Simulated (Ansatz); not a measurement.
# Zr2: the cost of one run

Method: def2-QZVPP, core rule «outside noble gas», up to 8 orbitals frozen; program: Ansatz 0.2.0, Gaussian basis.

Plan: UHF; ROHF; CCSD(T) on UHF.

2 further runs of the same task are left out: 2 set aside as unsound or not needed. Runs told in other sessions of the task aren't counted.

## (1) The system

The geometry is a PBE0/def2-TZVP stationary point (not a proven minimum) of the parent state, kept for this charge and spin. No spin-orbit coupling is included. Elements past krypton take def2 core potentials.

2 atoms, charge 0, spin multiplicity 5.

Atoms are counted from 1 here; the program's logs count them from 0.

Bond lengths: Zr1–Zr2 2.228 Å.

## (2) UHF

The input, in.yaml:

```yaml
crystal:
  periodic: [false, false, false]
  atoms:
    - {symbol: Zr, position_ang: [0.000000, 0.000000, 0.000000]}
    - {symbol: Zr, position_ang: [0.000000, 0.000000, 2.228000]}
basis:
  gaussian: {orbitals: "def2-QZVPP.json"}
magnetization: {spin_polarized: true, initial_magnetization: 4}
hamiltonian: {xc: hf}
output: {orbitals: {seedname: orbitals}}
```

Started as:

```sh
$ ansatz run in.yaml --threads 1 --pin off --events-out ev --progress --plain --max-ram 4096MiB --backend cpu
```

**Question.** How long does this run take on 1 thread of AMD EPYC 7R13, shared host, and how much memory does it need?

About 2.5 min, with a peak of 0.42 GiB.
